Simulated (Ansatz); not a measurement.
**GaH6NSiTe: one species, many methods**

An exercise on one series of results from a longer session: the logs are not shown, and one member is left open.

Method: functionals in def2-TZVPP, the program's frozen cores in correlated methods; program: Ansatz 0.2.0, Gaussian basis.

Levels to be run: LDA (SPW92), PBE-D4, revPBE-D4, BLYP-D4, r2SCAN-D4, B97M-V, PBE0-D4, B3LYP-D4, r2SCANh-D4, r2SCAN0-D4, HSE06-D4, BHLYP-D4, CAM-B3LYP-D4, LC-ωPBE, ωB97X-V, ωB97M-V, B2PLYP, PBE-QIDH; CCSD(T)/def2-SVP; CCSD(T)/def2-TZVPP; MP2/def2-QZVPP; extrapolation to the limit; RPA on PBE.

## The geometry

An earlier PBE0-D4 in a triple-zeta def2 set relaxation fixed the geometry. Te takes the def2 core potential; no spin-orbit term is included.

10 atoms, charge 0, spin multiplicity 1.

Atoms are counted from 1 here; the program's logs count them from 0.

Bond lengths: N1–Si2 1.703 Å, N1–H5 1.007 Å, N1–H6 1.006 Å, Si2–Ga3 2.362 Å, Si2–Te4 2.695 Å, Si2–H7 1.485 Å, Ga3–H8 1.566 Å, Ga3–H9 1.559 Å, Te4–H10 1.657 Å. Angles: Si2–N1–H5 122.7°, Si2–N1–H6 121.0°, H5–N1–H6 112.4°, N1–Si2–Ga3 124.2°, N1–Si2–Te4 113.5°, N1–Si2–H7 107.9°, Ga3–Si2–Te4 69.0°, Ga3–Si2–H7 127.0°, Te4–Si2–H7 100.2°, Si2–Ga3–H8 114.5°, Si2–Ga3–H9 119.2°, H8–Ga3–H9 126.0°, Si2–Te4–H10 90.5°.

The first run:

in.yaml

```yaml
crystal:
  periodic: [false, false, false]
  atoms:
    - {symbol: N, position_ang: [-1.678656, 1.160674, -0.361839]}
    - {symbol: Si, position_ang: [-0.513138, -0.065503, -0.556678]}
    - {symbol: Ga, position_ang: [0.473179, -1.256775, 1.228395]}
    - {symbol: Te, position_ang: [2.011313, 0.768995, -0.117650]}
    - {symbol: H, position_ang: [-1.825826, 1.884543, -1.046257]}
    - {symbol: H, position_ang: [-2.000949, 1.427825, 0.553209]}
    - {symbol: H, position_ang: [-0.434127, -0.395673, -2.002318]}
    - {symbol: H, position_ang: [0.232302, -0.626554, 2.641067]}
    - {symbol: H, position_ang: [1.162242, -2.625178, 0.939982]}
    - {symbol: H, position_ang: [2.573669, -0.272363, -1.277912]}
basis:
  gaussian: {orbitals: def2-TZVPP}
hamiltonian: {xc: lda}
output: {orbitals: {seedname: orbitals}}
```

Run with:

```bash
$ ansatz run in.yaml --threads 4 --pin off --events-out ev --progress --plain --max-ram 10444MiB
```

Steps of the session up to this table: LDA; PBE-D4 (GGA); revPBE-D4 (GGA); BLYP-D4 (GGA); r2SCAN-D4 (meta-GGA); B97M-V (meta-GGA); B3LYP-D4 (hybrid); r2SCANh-D4 (hybrid); r2SCAN0-D4 (hybrid); HSE06-D4 (hybrid); BHLYP-D4 (hybrid); CAM-B3LYP-D4 (range-separated); LC-ωPBE (range-separated); ωB97X-V (range-separated); ωB97M-V (range-separated); B2PLYP (double hybrid); PBE-QIDH (double hybrid).

One table of the session follows, with a row left open; its other results are not shown here.

It belongs to the step «Frontier levels by functional». 

```
  functional  HOMO (eV)  gap (eV)
 LDA (SPW92)      -5.73      3.93
      PBE-D4      -5.59      3.96
   revPBE-D4      -5.54      3.98
     BLYP-D4      -5.43      3.92
   r2SCAN-D4      -5.81      4.36
      B97M-V      -5.82      4.28
     PBE0-D4      -6.54      5.65
    B3LYP-D4      -6.34      5.27
  r2SCANh-D4      -6.16      4.98
  r2SCAN0-D4      -6.68      5.90
    HSE06-D4      -6.16      4.91
    BHLYP-D4      -7.34      7.25
CAM-B3LYP-D4      -7.65      7.72
     LC-ωPBE      -8.84      9.94
     ωB97X-V          ?         ?
     ωB97M-V      -8.42      9.22
```

Estimate the missing values for ωB97X-V.

As computed: HOMO (eV): -8.57; gap (eV): 9.56. In the column «HOMO (eV)» it lies between LC-ωPBE (-8.84) and ωB97M-V (-8.42).
